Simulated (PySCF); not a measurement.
# C2H2BrGa: electronic excitations

Wanted: the electronic excitations of C2H2BrGa (`C#[C][GaH][Br]`), by calculation.

Programs: PySCF 2.14.0, with density-fitted response routines of our own. Each step states its level of theory. These are calculated values for one molecule in the gas phase, unless marked as measured. Atoms are numbered from 0 throughout.

## Step 1: Starting geometry

6 atoms, charge 0, multiplicity 1; geometry from: GFN2-xTB.

Bonds of the start (Å): C0–C1 1.21, C1–Ga2 1.95, Ga2–Br3 2.27, C0–H4 1.06, Ga2–H5 1.55.

## Step 2: Ultraviolet spectrum: wB97X-D/def2-SVPD

Job settings and geometry (Å):

```
{"job": {"kind": "uv", "xc": "wB97X-D", "basis": "def2-SVPD", "nstates": 8, "ntriplets": 3}, "charge": 0, "multiplicity": 1}
C      1.915028     0.175173    -0.037775
C      0.709138     0.173221     0.032799
Ga    -1.240563     0.066554     0.100100
Br    -2.234394    -1.838769    -0.637272
H      2.968984     0.196435    -0.087806
H     -2.115071     1.229377     0.634677
```

Method: TDDFT wB97X-D/def2-SVPD, vertical, gas phase, core orbitals frozen in the response.

On the command line:

```
$ OMP_NUM_THREADS=1 python probes_run.py task.json out
```

This one command runs all jobs of the session in turn.

What will the session give for the following? lowest singlet (wB97X-D/def2-SVPD); brightest single state of those computed; lowest triplet; surface potential, 1st and 99th percentile. Wanted: lowest singlet; brightest single state of those computed; lowest triplet; surface potential, 1st and 99th percentile.

As calculated:

| quantity | value |
| --- | --- |
| lowest singlet (wB97X-D/def2-SVPD) | 5.04 eV (246 nm), f = 0.000 |
| brightest single state of those computed | state 3, 5.61 eV, f = 0.059 |
| lowest triplet | 4.64 eV |
| surface potential, 1st and 99th percentile | -0.70 V and 2.83 V |

**Reading.** The first singlet state (HOMO−1→LUMO 0.73, HOMO→LUMO 0.19) lies at 5.04 eV and is dark; of the 8 states computed, the strongest absorption comes from states 6 to 7 together at 6.65 eV. The lowest triplet lies 0.40 eV below the lowest singlet (triplets in Tamm-Dancoff, singlets in full TDDFT). By nearest atom (wB97X-D/def2-SVPD), the HOMO sits on Br3 72 %; C0, C1 about 11 % each and the LUMO on Ga2 52 %; H5 16 %.
